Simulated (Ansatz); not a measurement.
This script makes a formation energy from the elements of Ti2H and its elements with Ansatz 0.2.0, Python API.

Script `formation_ti2h.py`:
```python
# -*- coding: utf-8 -*-
from collections import Counter
import warnings

import ansatz as az
import numpy as np

FUNCTIONAL = 'lda'
ECUT = 460
K_SPACING = 0.14
OCCUPATIONS = 'cold'
SMEARING_WIDTH = 0.02

PHASES = {
    'Ti2H': (
        [(4.2292, 0.0, 0.0), (0.0, 4.2292, 0.0), (0.0, 0.0, 4.2292)],
        [
            ('Ti', (0.25, 0.75, 0.25)),
            ('Ti', (0.75, 0.25, 0.25)),
            ('Ti', (0.25, 0.25, 0.75)),
            ('Ti', (0.75, 0.75, 0.75)),
            ('H', (0.0, 0.0, 0.0)),
            ('H', (0.5, 0.5, 0.5)),
        ],
    ),
    'Ti': (
        [(2.95, 0.0, 0.0), (-1.475, 2.55477, 0.0), (0.0, 0.0, 4.68)],
        [
            ('Ti', (1 / 3, 2 / 3, 0.25)),
            ('Ti', (2 / 3, 1 / 3, 0.75)),
        ],
    ),
    'H2': (
        [(9.0, 0.0, 0.0), (0.0, 9.5, 0.0), (0.0, 0.0, 10.0)],
        [
            ('H', (0.5, 0.5, 0.4625)),
            ('H', (0.5, 0.5, 0.5375)),
        ],
    ),
}


def build(vectors, sites):
    crystal = az.Crystal(lattice=az.Lattice.of(vectors))
    for symbol, position in sites:
        crystal = crystal.atom(symbol, position)
    return crystal

GASES = {'H2'}


def run_phase(name, crystal):
    calc = crystal.calculation()
    calc = calc.functional(FUNCTIONAL)
    calc = calc.basis(ECUT)
    calc = calc.kpoints(spacing=K_SPACING)
    calc = calc.occupations(OCCUPATIONS, width=SMEARING_WIDTH).stress()
    if name in GASES:
        return calc.kpoints(1, 1, 1).relax(force_tolerance=0.01).run()
    calc = calc.relax(force_tolerance=0.01, fix_cell=['shape'])
    return calc.run()


def counts(outcome):
    return Counter(site.symbol for site in outcome.lattice.sites)

def formation_energy(outcome, mu):
    n = counts(outcome)
    return (outcome.report['energy_sigma0_ev'] - sum(k * mu[element] for element, k in n.items())) / sum(n.values())


def volume_per_atom(outcome):
    return abs(np.linalg.det(outcome.lattice.cell_ang)) / len(outcome.lattice.sites)

warnings.simplefilter('ignore', az.DeckWarning)

phases = {name: build(*cell) for name, cell in PHASES.items()}

done = {name: run_phase(name, crystal) for name, crystal in phases.items()}

references = {'Ti': 'Ti', 'H': 'H2'}
mu = {element: done[name].report['energy_sigma0_ev'] / len(done[name].lattice.sites) for element, name in references.items()}

target = done['Ti2H']
heat = formation_energy(target, mu)
for element, value in mu.items():
    print(f'mu({element}) = {value:.4f} eV from {references[element]}, {volume_per_atom(done[references[element]]):.2f} A^3/atom')
print(f'formation energy of Ti2H: {heat:.4f} eV/atom = {96.4853 * heat:.1f} kJ/mol of atoms')
```

Is Ti2H bound against its elements at this level, and by how much?

The formation energy is -0.290 eV an atom (-28.0 kJ per mole of atoms), so Ti2H lies below the reference phases.

The output:

```console
$ python formation_ti2h.py
mu(Ti) = -2450.3018 eV from Ti, 16.11 A^3/atom
mu(H) = -15.4795 eV from H2, 427.50 A^3/atom
formation energy of Ti2H: -0.2897 eV/atom = -28.0 kJ/mol of atoms
```

What to keep in mind:
- Absolute energies stand on the zero of these potentials, so only differences at equal settings mean something.
- For the metals among these phases the mesh is modest: differences between phases can be off by up to 40 meV an atom.
- The program warned that this SCF threshold is loose for forces or stresses.
- Atoms and volume are relaxed with the cell's shape held, which in cells of lower than cubic symmetry can hide stresses and shift volumes.
- The cells come from databases of deposited and of computed structures, and not all need be stable phases.
- The compound is the structure given, not necessarily its lowest; energies are at zero temperature, with no correction for gases. A semilocal functional's error on such energies is often 0.05 to 0.1 eV an atom, and 0.1 to 0.3 eV against gases such as O2 or F2.
- The script silences the warnings on its input, which a real study should read.
- Timing: 78 s on 1 thread of Arm Neoverse V1, on a shared host, peak memory 0.61 GiB.
